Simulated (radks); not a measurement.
# Cs⁴⁰⁺ in [Ne] 3s2 3p3: an all-electron calculation

The task here is to estimate one member of a computed series from the others.

The numbers are computed with radks (a radial shooting solver on a logarithmic mesh, Libxc functionals) version 1 (Dirac Kohn-Sham, exchange-only B88, spin-unpolarised, spherical densities, finite nucleus; open shells fill j = l - 1/2 first), except any that are marked as measured or tabulated.

## Starting point

```
element            : caesium (Z = 55)
charge             : +40
electrons          : 15
configuration      : [Ne] 3s2 3p3
nuclear rms radius : 4.8041 fm
```

The first run:

Settings of this run:

```text
Z 55
configuration [Ne] 3s2 3p3
relativity Dirac
functional b88,
spin unpolarised
j_filling energy
nucleus finite rms 4.8041 fm
c 137.035999084
```

Command:

```bash
$ python run_ks.py task.json out
```

All runs below come from this command, one after another.

One table of the session follows, with a row left open; its other results are not shown here.

It belongs to the step «Shells». Sizes of the orbitals, from the radial functions (bohr):

| level | <r> | outermost maximum (interpolated) | 90 % within | nodes |
| --- | --- | --- | --- | --- |
| 1s1/2 | 0.02610 | 0.0168 | 0.0470 | 0 |
| 2s1/2 | 0.1102 | 0.0944 | 0.170 | 1 |
| 2p1/2 | 0.09269 | 0.0722 | 0.152 | 0 |
| 2p3/2 | ? | ? | ? | ? |
| 3s1/2 | 0.2691 | 0.255 | 0.391 | 2 |
| 3p1/2 | 0.2554 | 0.240 | 0.379 | 1 |
| 3p3/2 | 0.2640 | 0.249 | 0.391 | 1 |

Q: Estimate the row for 2p3/2 from the others.

**Answer.** <r>: 0.09834; outermost maximum (interpolated): 0.0771; 90 % within: 0.159; nodes: 0. In the column «<r>» it lies between 2p1/2 (0.09269) and 2s1/2 (0.1102).

Caveats from the session: Spin polarisation and multiplet splitting are left out.
